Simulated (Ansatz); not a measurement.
# CH5NSi2: up Jacob's ladder to CCSD(T)

One table from this session's results is given with a row withheld; the runs are named, their logs left out.

Computed with Ansatz 0.2.0, Gaussian basis. Level: functionals in def2-TZVPP, the program's frozen cores in correlated methods.

The runs, in order: LDA (SPW92), PBE-D4, revPBE-D4, BLYP-D4, r2SCAN-D4, B97M-V, PBE0-D4, B3LYP-D4, r2SCANh-D4, r2SCAN0-D4, HSE06-D4, BHLYP-D4, CAM-B3LYP-D4, LC-ωPBE, ωB97X-V, ωB97M-V, B2PLYP, PBE-QIDH; CCSD(T)/def2-SVP; CCSD(T)/def2-TZVPP; MP2/def2-QZVPP; extrapolation to the limit; RPA on PBE.

**The geometry**

An earlier PBE0-D4 in a triple-zeta def2 set relaxation fixed the geometry.

SMILES `[SiH3][SiH]1C=N1`, 9 atoms, charge 0, spin multiplicity 1.

Atoms are counted from 1 here; the program's logs count them from 0.

Bond lengths: Si1–Si2 2.322 Å, Si1–H5 1.487 Å, Si1–H6 1.487 Å, Si1–H7 1.485 Å, Si2–C3 1.793 Å, Si2–N4 1.818 Å, Si2–H8 1.482 Å, C3–N4 1.267 Å, C3–H9 1.091 Å. Angles: Si2–Si1–H5 110.0°, Si2–Si1–H6 110.9°, Si2–Si1–H7 108.1°, H5–Si1–H6 108.5°, H5–Si1–H7 109.6°, H6–Si1–H7 109.7°, Si1–Si2–C3 121.6°, Si1–Si2–N4 117.6°, Si1–Si2–H8 118.5°, C3–Si2–N4 41.1°, C3–Si2–H8 118.6°, N4–Si2–H8 115.2°, Si2–C3–N4 70.5°, Si2–C3–H9 159.6°, N4–C3–H9 129.9°, Si2–N4–C3 68.4°.

Geometry (Å):

```
Si   -0.9832    0.9026   -0.8983
Si   -0.0484   -0.7713    0.4115
C     1.6934   -0.7671    0.8376
N     1.0241   -0.2631    1.7880
H    -1.2763    0.3793   -2.2594
H    -2.2516    1.3982   -0.3012
H    -0.0053    2.0165   -0.9924
H    -0.8323   -2.0073    0.6463
H     2.7680   -0.9339    0.7507
```

The first run:

Input file in.yaml:

```yaml
crystal:
  periodic: [false, false, false]
  atoms:
    - {symbol: Si, position_ang: [-0.983221, 0.902574, -0.898317]}
    - {symbol: Si, position_ang: [-0.048388, -0.771318, 0.411472]}
    - {symbol: C, position_ang: [1.693442, -0.767086, 0.837601]}
    - {symbol: N, position_ang: [1.024147, -0.263145, 1.787992]}
    - {symbol: H, position_ang: [-1.276343, 0.379275, -2.259380]}
    - {symbol: H, position_ang: [-2.251578, 1.398155, -0.301174]}
    - {symbol: H, position_ang: [-0.005289, 2.016508, -0.992391]}
    - {symbol: H, position_ang: [-0.832260, -2.007322, 0.646322]}
    - {symbol: H, position_ang: [2.767991, -0.933941, 0.750673]}
basis:
  gaussian: {orbitals: def2-TZVPP}
hamiltonian: {xc: lda}
output: {orbitals: {seedname: orbitals}}
```

Command:

```console
ansatz run in.yaml --threads 2 --pin off --events-out ev --progress --plain --max-ram 4352MiB
```

Steps of the session up to this table: LDA; PBE-D4 (GGA); revPBE-D4 (GGA); BLYP-D4 (GGA); r2SCAN-D4 (meta-GGA); B97M-V (meta-GGA); B3LYP-D4 (hybrid); r2SCANh-D4 (hybrid); r2SCAN0-D4 (hybrid); HSE06-D4 (hybrid); BHLYP-D4 (hybrid); CAM-B3LYP-D4 (range-separated); LC-ωPBE (range-separated); ωB97X-V (range-separated); ωB97M-V (range-separated); B2PLYP (double hybrid); PBE-QIDH (double hybrid).

One of the session's tables, all rows but one given; the rest of the session is left out.

It belongs to the step «Orbital energies across the functionals». 

| functional | HOMO (eV) | gap (eV) |
| --- | --- | --- |
| LDA (SPW92) | -5.69 | 3.37 |
| PBE-D4 | ? | ? |
| revPBE-D4 | -5.51 | 3.52 |
| BLYP-D4 | -5.41 | 3.50 |
| r2SCAN-D4 | -5.76 | 3.89 |
| B97M-V | -5.85 | 4.03 |
| PBE0-D4 | -6.68 | 5.68 |
| B3LYP-D4 | -6.46 | 5.26 |
| r2SCANh-D4 | -6.18 | 4.72 |
| r2SCAN0-D4 | -6.82 | 5.91 |
| HSE06-D4 | -6.29 | 4.90 |
| BHLYP-D4 | -7.69 | 7.66 |
| CAM-B3LYP-D4 | -7.94 | 8.05 |
| LC-ωPBE | -9.24 | 10.41 |
| ωB97X-V | -8.91 | 10.00 |
| ωB97M-V | -8.81 | 9.70 |

**Question.** Estimate the row for PBE-D4.

**Answer.** HOMO (eV): -5.56; gap (eV): 3.48. In the column «HOMO (eV)» it lies between LDA (SPW92) (-5.69) and revPBE-D4 (-5.51).
